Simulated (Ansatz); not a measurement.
Born–Oppenheimer molecular dynamics of a periodic cell of 28 atoms, AgPdI₃O₉ (host AgPdI3O9, host structure P-1). It goes on from the last frame of an earlier run, with new velocities.

Theory: Ansatz, DFT PBEsol, scalar-relativistic, plane waves, PAW. Settings: cutoff 420 eV, k mesh 2x2x2, fermi-dirac smearing 0.05 eV, no spin polarisation.

```yaml
ensemble: NVE (velocity Verlet)
time_step: 1 fs
steps_asked: 230
starting_velocities_drawn_for: 800 K
seed: 959189
```

Frames 5 fs apart, positions in Å.

Velocities at 20.0 fs (Å/ps):

```
Ag -3.14 1.15 -1.21
Ag -1.48 0.53 0.67
Pd -0.12 -3.41 -1.22
Pd -1.94 -0.19 0.50
I 0.74 3.06 1.36
I 3.74 -0.09 -2.58
I -0.94 0.88 -3.18
I 5.08 -0.08 2.20
I 0.37 0.99 -0.79
I 0.69 -2.81 0.82
O -1.66 0.92 -6.66
O -5.62 -1.28 -2.38
O 2.52 7.38 -0.73
O -10.20 8.59 -2.28
O 5.20 -2.17 2.54
O 5.02 -5.18 -0.86
O -2.22 -3.04 -0.61
O -5.23 -1.31 4.56
O -0.72 -1.27 15.89
O 7.83 -1.80 3.41
O 3.36 -7.09 -9.17
O -12.43 8.25 2.18
O -3.99 -10.59 4.78
O -0.35 4.17 2.69
O -7.91 1.97 -2.37
O -3.81 -3.07 5.39
O -7.86 -1.39 10.24
O 6.16 4.02 -0.92
```

```xyz
28
Lattice="7.6228 0.0000 0.0000 1.1307 8.2838 0.0000 2.1042 3.8384 7.8216" Properties=species:S:1:pos:R:3 time_fs=20.0 energy_less_start_eV=0.625 T=621
Ag 3.252 2.140 1.180
Ag 7.109 10.591 6.452
Pd 1.313 1.777 3.809
Pd -0.108 0.081 -0.049
I 3.694 3.876 4.645
I 7.377 8.170 3.155
I 4.443 8.188 5.765
I 6.597 3.672 2.172
I 7.253 5.362 6.202
I 3.509 6.722 1.741
O 2.511 3.234 3.435
O 8.634 8.765 4.475
O 2.456 4.586 5.985
O 8.300 7.608 1.708
O 4.071 5.520 3.978
O 6.965 6.640 4.049
O 3.621 9.815 5.406
O 7.810 2.218 1.933
O 2.248 4.572 -0.268
O 7.944 7.395 8.444
O 6.120 8.942 5.600
O 5.043 2.656 3.027
O 7.586 4.201 7.563
O 2.931 7.826 0.308
O 6.592 4.064 5.164
O 4.267 8.203 2.565
O 5.621 5.965 6.858
O 4.963 6.177 0.731
28
Lattice="7.6228 0.0000 0.0000 1.1307 8.2838 0.0000 2.1042 3.8384 7.8216" Properties=species:S:1:pos:R:3 time_fs=25.0 energy_less_start_eV=0.739 T=588
Ag 3.236 2.146 1.175
Ag 7.102 10.594 6.456
Pd 1.310 1.760 3.803
Pd -0.117 0.079 -0.046
I 3.699 3.891 4.654
I 7.394 8.171 3.145
I 4.439 8.192 5.751
I 6.622 3.670 2.186
I 7.254 5.368 6.199
I 3.514 6.710 1.743
O 2.496 3.243 3.388
O 8.612 8.758 4.454
O 2.468 4.624 5.974
O 8.258 7.638 1.695
O 4.095 5.508 3.986
O 6.993 6.613 4.037
O 3.602 9.805 5.399
O 7.785 2.213 1.967
O 2.241 4.562 -0.195
O 7.979 7.386 8.444
O 6.133 8.899 5.547
O 4.996 2.709 3.033
O 7.572 4.147 7.590
O 2.926 7.848 0.318
O 6.551 4.067 5.144
O 4.247 8.183 2.594
O 5.588 5.958 6.902
O 4.987 6.197 0.737
28
Lattice="7.6228 0.0000 0.0000 1.1307 8.2838 0.0000 2.1042 3.8384 7.8216" Properties=species:S:1:pos:R:3 time_fs=30.0 energy_less_start_eV=0.676 T=607
Ag 3.221 2.152 1.172
Ag 7.095 10.598 6.459
Pd 1.305 1.743 3.795
Pd -0.124 0.077 -0.045
I 3.704 3.905 4.667
I 7.405 8.174 3.141
I 4.438 8.196 5.744
I 6.642 3.664 2.203
I 7.253 5.376 6.197
I 3.521 6.700 1.743
O 2.475 3.261 3.326
O 8.605 8.752 4.419
O 2.475 4.662 5.954
O 8.239 7.638 1.673
O 4.114 5.501 3.984
O 7.028 6.587 4.011
O 3.568 9.806 5.388
O 7.767 2.207 2.024
O 2.231 4.545 -0.154
O 8.009 7.377 8.415
O 6.137 8.846 5.484
O 4.980 2.783 3.027
O 7.567 4.099 7.611
O 2.917 7.868 0.324
O 6.510 4.063 5.114
O 4.224 8.152 2.630
O 5.573 5.949 6.926
O 4.998 6.215 0.764
28
Lattice="7.6228 0.0000 0.0000 1.1307 8.2838 0.0000 2.1042 3.8384 7.8216" Properties=species:S:1:pos:R:3 time_fs=35.0 energy_less_start_eV=0.398 T=686
Ag 3.206 2.158 1.171
Ag 7.089 10.603 6.463
Pd 1.297 1.728 3.786
Pd -0.130 0.073 -0.045
I 3.709 3.917 4.681
I 7.410 8.179 3.143
I 4.439 8.200 5.744
I 6.658 3.658 2.222
I 7.249 5.382 6.198
I 3.529 6.693 1.740
O 2.453 3.285 3.264
O 8.620 8.747 4.380
O 2.475 4.699 5.931
O 8.243 7.606 1.645
O 4.132 5.503 3.972
O 7.071 6.565 3.969
O 3.527 9.815 5.376
O 7.759 2.191 2.098
O 2.220 4.523 -0.157
O 8.045 7.369 8.378
O 6.136 8.790 5.414
O 4.996 2.874 3.012
O 7.569 4.069 7.614
O 2.908 7.885 0.329
O 6.478 4.060 5.083
O 4.200 8.114 2.671
O 5.581 5.937 6.926
O 5.000 6.231 0.806
28
Lattice="7.6228 0.0000 0.0000 1.1307 8.2838 0.0000 2.1042 3.8384 7.8216" Properties=species:S:1:pos:R:3 time_fs=40.0 energy_less_start_eV=0.023 T=793
Ag 3.190 2.164 1.173
Ag 7.083 10.607 6.467
Pd 1.288 1.718 3.774
Pd -0.133 0.070 -0.049
I 3.713 3.926 4.695
I 7.409 8.183 3.147
I 4.439 8.204 5.751
I 6.668 3.650 2.240
I 7.242 5.386 6.200
I 3.536 6.689 1.734
O 2.435 3.310 3.213
O 8.658 8.741 4.348
O 2.470 4.731 5.907
O 8.262 7.548 1.626
O 4.146 5.511 3.952
O 7.120 6.546 3.915
O 3.489 9.823 5.370
O 7.761 2.160 2.184
O 2.211 4.498 -0.203
O 8.092 7.362 8.351
O 6.135 8.737 5.344
O 5.041 2.975 2.988
O 7.576 4.060 7.592
O 2.902 7.896 0.333
O 6.457 4.065 5.060
O 4.178 8.073 2.720
O 5.610 5.924 6.904
O 5.003 6.241 0.851
28
Lattice="7.6228 0.0000 0.0000 1.1307 8.2838 0.0000 2.1042 3.8384 7.8216" Properties=species:S:1:pos:R:3 time_fs=45.0 energy_less_start_eV=-0.061 T=817
Ag 3.175 2.171 1.177
Ag 7.077 10.612 6.471
Pd 1.279 1.712 3.760
Pd -0.135 0.066 -0.054
I 3.714 3.936 4.707
I 7.404 8.187 3.151
I 4.437 8.207 5.762
I 6.672 3.644 2.255
I 7.233 5.387 6.203
I 3.540 6.688 1.728
O 2.426 3.331 3.182
O 8.711 8.730 4.326
O 2.461 4.755 5.888
O 8.286 7.472 1.623
O 4.157 5.520 3.930
O 7.174 6.531 3.853
O 3.461 9.828 5.375
O 7.765 2.115 2.270
O 2.207 4.475 -0.279
O 8.156 7.354 8.343
O 6.136 8.694 5.277
O 5.103 3.075 2.960
O 7.586 4.072 7.548
O 2.903 7.903 0.335
O 6.452 4.079 5.048
O 4.158 8.033 2.773
O 5.648 5.914 6.867
O 5.021 6.243 0.889
28
Lattice="7.6228 0.0000 0.0000 1.1307 8.2838 0.0000 2.1042 3.8384 7.8216" Properties=species:S:1:pos:R:3 time_fs=50.0 energy_less_start_eV=0.508 T=655
Ag 3.159 2.178 1.183
Ag 7.072 10.616 6.476
Pd 1.272 1.711 3.746
Pd -0.134 0.061 -0.060
I 3.712 3.945 4.717
I 7.396 8.189 3.154
I 4.434 8.209 5.772
I 6.676 3.640 2.266
I 7.224 5.384 6.205
I 3.540 6.689 1.723
O 2.428 3.347 3.173
O 8.768 8.706 4.315
O 2.449 4.770 5.874
O 8.307 7.393 1.635
O 4.163 5.525 3.910
O 7.230 6.517 3.790
O 3.450 9.824 5.390
O 7.758 2.063 2.341
O 2.208 4.457 -0.351
O 8.234 7.344 8.356
O 6.143 8.663 5.217
O 5.156 3.159 2.938
O 7.599 4.099 7.492
O 2.914 7.907 0.336
O 6.460 4.102 5.049
O 4.142 7.996 2.830
O 5.676 5.911 6.831
O 5.058 6.237 0.913
28
Lattice="7.6228 0.0000 0.0000 1.1307 8.2838 0.0000 2.1042 3.8384 7.8216" Properties=species:S:1:pos:R:3 time_fs=55.0 energy_less_start_eV=0.881 T=548
Ag 3.142 2.185 1.190
Ag 7.066 10.620 6.480
Pd 1.270 1.716 3.734
Pd -0.131 0.055 -0.067
I 3.707 3.956 4.724
I 7.389 8.189 3.156
I 4.428 8.210 5.774
I 6.684 3.639 2.272
I 7.218 5.379 6.203
I 3.538 6.693 1.718
O 2.442 3.356 3.187
O 8.816 8.663 4.312
O 2.437 4.776 5.866
O 8.324 7.324 1.655
O 4.162 5.520 3.897
O 7.283 6.500 3.734
O 3.455 9.812 5.415
O 7.723 2.011 2.377
O 2.214 4.448 -0.366
O 8.322 7.330 8.379
O 6.152 8.645 5.168
O 5.164 3.216 2.937
O 7.615 4.129 7.437
O 2.933 7.908 0.333
O 6.480 4.129 5.059
O 4.127 7.962 2.885
O 5.671 5.924 6.809
O 5.106 6.226 0.925
```

Of the whole run (230 fs, mean temperature of the second half 631 K): The conserved energy stayed within 0.091 meV per atom of its start (net change 0.013 meV per atom), so the integration is sound. A run of 0.23 ps of so small a system gives no equilibrium averages.

Time of the run: 26 min on 4 threads of Arm Neoverse V2, on a shared host, peak memory 2.4 GiB.
